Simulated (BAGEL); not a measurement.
**GeSiH4O (SMILES [SiH3][O][GeH]): HF/6-31G(d) (density fitting with qzvpp-jkfit, spherical functions)**

Aim: the electronic atomisation energy of GeSiH4O at HF/6-31G* (density fitting with qzvpp-jkfit, spherical functions), from 5 runs. 

Program for the calculation: BAGEL 1.2.2.

12 further runs of the same task are left out: 12 set aside as unsound or not needed.

### 1 The molecule

GeSiH4O has 7 atoms, charge 0, and is taken as a singlet. As SMILES, `[SiH3][O][GeH]`. Geometry: relaxed at PBE0-D4/def2-TZVP. This is one conformer, not always the lowest.

Bond lengths: Si1–O2 1.643 Å, O2–Ge3 1.789 Å, Si1–H4 1.490 Å, Si1–H5 1.485 Å, Si1–H6 1.485 Å, Ge3–H7 1.605 Å. Angles: Si1–O2–Ge3 134.1°, O2–Si1–H4 110.8°, O2–Si1–H5 109.3°, O2–Si1–H6 109.3°, O2–Ge3–H7 93.5°, H4–Si1–H5 109.1°, H4–Si1–H6 109.1°, H5–Si1–H6 109.4°.

### 2 A single-point energy at HF/6-31G(d) (density fitting with qzvpp-jkfit, spherical functions)

File input.json:

```json
{ "bagel": [

{
  "title": "molecule",
  "basis": "6-31gs.json",
  "df_basis": "qzvpp-jkfit",
  "angstrom": true,
  "geometry": [
    { "atom": "Si", "xyz": [   -0.741700,    0.650900,   -0.296500 ] },
    { "atom": "O", "xyz": [    0.533500,   -0.139300,    0.373700 ] },
    { "atom": "Ge", "xyz": [    1.261400,   -1.756200,    0.134200 ] },
    { "atom": "H", "xyz": [   -1.409200,   -0.197600,   -1.323800 ] },
    { "atom": "H", "xyz": [   -0.260900,    1.901300,   -0.937500 ] },
    { "atom": "H", "xyz": [   -1.722500,    0.988100,    0.766400 ] },
    { "atom": "H", "xyz": [    2.400800,   -1.515100,    1.238000 ] }
  ]
},
{
  "title": "hf"
},
{
  "title": "print",
  "file": "orbitals.molden",
  "orbitals": true
}

]}
```

The basis set 6-31G* is read from a file made from the Basis Set Exchange's data (not shown).

Command:

```console
$ BAGEL_NUM_THREADS=1 BAGEL input.json > input.out
```

Output:

```text
* using 1 threads per process

  ===============================================================
  ===============================================================

  *** Geometry ***

  { "atom" : "Si", "xyz" : [     -1.401610,      1.230023,     -0.560304 ] },
  { "atom" : "O", "xyz" : [      1.008169,     -0.263239,      0.706191 ] },
  { "atom" : "Ge", "xyz" : [      2.383701,     -3.318737,      0.253601 ] },
  { "atom" : "H", "xyz" : [     -2.663002,     -0.373410,     -2.501619 ] },
  { "atom" : "H", "xyz" : [     -0.493030,      3.592936,     -1.771618 ] },
  { "atom" : "H", "xyz" : [     -3.255053,      1.867238,      1.448286 ] },
  { "atom" : "H", "xyz" : [      4.536854,     -2.863124,      2.339481 ] },

  Number of auxiliary basis functions:      543

  Since a DF basis is specified, we compute 2- and 3-index integrals:
    o Being stored without compression. Storage requirement is 0.023 GB

  Number of basis functions:       72
  Number of electrons      :       58

    * METHOD: MOLECULE                             0.32

  *** RHF ***

  === Nuclear Repulsion ===
   234.9422741142

      * DIIS with orbital gradients will be used.

  === RHF iteration (6-31gs.json) ===
      0      -2441.00499779          0.02145855           0.09
      1      -2441.07484746          0.01956977           0.09
      2      -2441.20513969          0.00130429           0.09
[... 10 lines of this table left out ...]
     13      -2441.20677339          0.00000001           0.09
    * SCF iteration converged.

    * Permanent dipole moment:
           (   -0.054683,     0.337254,     0.133048) a.u.

    * METHOD: HF                                   1.49

    * METHOD: PRINT                                0.01

  ===============================================================
```

It took 1.9 s on 1 thread of Arm Neoverse V1, shared host; peak memory 0.12 GiB.

### 3 The Ge atom, same level

File job.json:

```json
{ "bagel" : [

{
  "title" : "molecule",
  "basis" : "6-31gs.json",
  "df_basis" : "qzvpp-jkfit",
  "angstrom" : true,
  "geometry" : [
    { "atom" : "Ge", "xyz" : [    0.000000,    0.000000,    0.000000 ] }
  ]
},
{ "title" : "uhf", "nopen" : 2 },
{ "title" : "print", "file" : "orbitals.molden", "orbitals" : true }

]}
```

The basis set 6-31G* is read from a file made from the Basis Set Exchange's data (not shown).

Run the same way, it converges to -2075.03561 Eh (log not shown).

### 4 The H atom, same level

File input.json:

```json
{ "bagel" : [

{
  "title" : "molecule",
  "basis" : "6-31gs.json",
  "df_basis" : "qzvpp-jkfit",
  "angstrom" : "true",
  "geometry" : [
    { "atom" : "H", "xyz" : [       0.000000,       0.000000,       0.000000 ] }
  ]
},

{
  "title" : "uhf",
  "nopen" : 1
},

{
  "title" : "print",
  "file" : "orbitals.molden",
  "orbitals" : "true"
}

]}
```

The basis set 6-31G* is read from a file made from the Basis Set Exchange's data (not shown).

Run the same way, it converges to -0.49823 Eh (log not shown).

### 5 The O atom

File input.json:

```json
{ "bagel": [

{
  "title": "molecule",
  "basis": "6-31gs.json",
  "df_basis": "qzvpp-jkfit",
  "angstrom": true,
  "geometry": [
    { "atom": "O", "xyz": [       0.000000,       0.000000,       0.000000 ] }
  ]
},

{ "title": "uhf", "nopen": 2 },

{ "title": "print", "file": "orbitals.molden", "orbitals": true }

]}
```

The basis set 6-31G* is read from a file made from the Basis Set Exchange's data (not shown).

Run the same way, it converges to -74.78316 Eh (log not shown).

### 6 The Si atom

File input.json:

```json
{ "bagel" : [

{
  "title" : "molecule",
  "basis" : "6-31gs.json",
  "df_basis" : "qzvpp-jkfit",
  "angstrom" : "true",
  "geometry" : [
    { "atom" : "Si", "xyz" : [       0.000000,       0.000000,       0.000000 ] }
  ]
},

{
  "title" : "uhf",
  "charge" : 0,
  "nopen" : 2
},

{
  "title" : "print",
  "file" : "orbitals.molden",
  "orbitals" : "true"
}

]}
```

The basis set 6-31G* is read from a file made from the Basis Set Exchange's data (not shown).

Run the same way, it converges to -288.83102 Eh (log not shown).

### 7 Summary of results

Level: HF/6-31G* (density fitting with qzvpp-jkfit, spherical functions).

| quantity | value |
| --- | --- |
| molecule: total energy | -2441.20677 Eh |
| molecule: dipole moment | 0.93 D |
| molecule: HOMO energy | -9.27 eV |
| molecule: LUMO energy | 0.58 eV |
| molecule: HOMO–LUMO gap | 9.85 eV |
| Ge atom: total energy | -2075.03561 Eh |
| Ge atom: dipole moment | 0.00 D |
| Ge atom: ⟨S²⟩ | 2.008 |
| H atom: total energy | -0.49823 Eh |
| H atom: dipole moment | 0.00 D |
| H atom: ⟨S²⟩ | 0.750 |
| O atom: total energy | -74.78316 Eh |
| O atom: dipole moment | 0.00 D |
| O atom: ⟨S²⟩ | 2.006 |
| Si atom: total energy | -288.83102 Eh |
| Si atom: dipole moment | 0.00 D |
| Si atom: ⟨S²⟩ | 2.006 |
| electronic atomisation energy | 15.349 eV |

Taking the molecule apart into free atoms costs 15.35 eV (1481 kJ/mol), before zero-point energy and without spin-orbit coupling. Hartree–Fock lacks the correlation of the bonding pairs, which as a rule makes this value much too low; in minimal bases other errors can mask that.
